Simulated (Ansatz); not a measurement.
# Bi2Te3, space group R-3m: a convergence test of the plane-wave cutoff

Computed with the Python package of Ansatz (0.2.0).

The cells in order, each with its output:

In [1]:
```python
import ansatz as az
from tabulate import tabulate
```

In [2]:
```python
structure = (
    az.Lattice.from_parameters(4.386, 4.386, 30.497, alpha=90, beta=90, gamma=120)
    .space_group(166)
    .atom("Bi", [2 / 3, 1 / 3, 0.73333])
    .atom("Te", [0.0, 0.0, 0.0])
    .atom("Te", [1 / 3, 2 / 3, 0.87617])
    .primitive()
)
```

In [3]:
```python
len(structure.resolved().sites)
```
Out [3]:
```text
5
```

In [4]:
```python
model = (
    structure.calculation()
    .kpoints(6)
    .occupations(az.OccupationsMethod.FIXED)  # no smearing
    .band_table()  # levels at the mesh points
)
```

In [5]:
```python
rows = []
for value in [300, 350, 400, 450, 500, 550]:
    r = model.basis(value).run(threads=1, backend="cpu").report
    rows.append((value, r["free_energy_ev"] / len(r["lattice"]["sites"]), r["n_iterations"], r["gap_by_band_count_ev"], r["n_pw"]))
```
```text
DeckWarning: basis.ecutwfc = 300 eV is below the records' recommended 420 eV, and the density's cutoff is lower with it unless basis.ecutrho_ratio is high enough to keep the records' density cutoff: compare with a run at a higher cutoff
DeckWarning: basis.ecutwfc = 350 eV is below the records' recommended 420 eV, and the density's cutoff is lower with it unless basis.ecutrho_ratio is high enough to keep the records' density cutoff: compare with a run at a higher cutoff
DeckWarning: basis.ecutwfc = 400 eV is below the records' recommended 420 eV, and the density's cutoff is lower with it unless basis.ecutrho_ratio is high enough to keep the records' density cutoff: compare with a run at a higher cutoff
```

In [6]:
```python
print(tabulate(rows, headers=["cutoff (eV)", "F/atom (eV)", "iterations", "gap by band count (eV)", "plane waves"], floatfmt=".4f", tablefmt="simple"))
```
```text
  cutoff (eV)    F/atom (eV)    iterations    gap by band count (eV)    plane waves
-------------  -------------  ------------  ------------------------  -------------
          300     -9146.7514             7                    0.2963           1991
          350     -9146.8189             7                    0.2921           2509
          400     -9146.8213             7                    0.2920           3075
          450     -9146.8223             7                    0.2919           3677
          500     -9146.8228             7                    0.2919           4261
          550     -9146.8228             7                    0.2918           4959
```

In [7]:
```python
# the last row is the reference
for row in rows[:-1]:
    shift = 1000 * (row[1] - rows[-1][1])
    print(f"{row[0]}: {shift:+.2f} meV/atom" + ("  (within 1 meV)" if abs(shift) < 1 else ""))
```
```text
300: +71.41 meV/atom
350: +3.94 meV/atom
400: +1.49 meV/atom
450: +0.51 meV/atom  (within 1 meV)
500: +0.07 meV/atom  (within 1 meV)
```

From 450 eV on it stays within 1 meV an atom of the value at 550 eV; the first row (300 eV) is off by 71.4 meV and the last but one by 0.07 meV. The energy falls steadily, as expected when plane waves are added. The last run costs about 2.3 times the first.

What to keep in mind:
- Spin-orbit coupling, left out here, can change this gap by several tenths of an eV, and inverted bands can meet off the mesh.
- No functional is typed, so the default, PBE, holds.
- The structure is a deposited one; some such entries were measured under pressure or heat, so a shift against it needn't be the functional's error alone.
- Levels are Kohn-Sham eigenvalues on this mesh, without spin-orbit coupling.
- Warnings are shown shortened and without file and line.
- Shifts are counted from the last row, which is itself no proven limit.
- Timing: 90 s on 1 thread of Arm Neoverse V1 (shared host), peak memory 0.66 GiB.
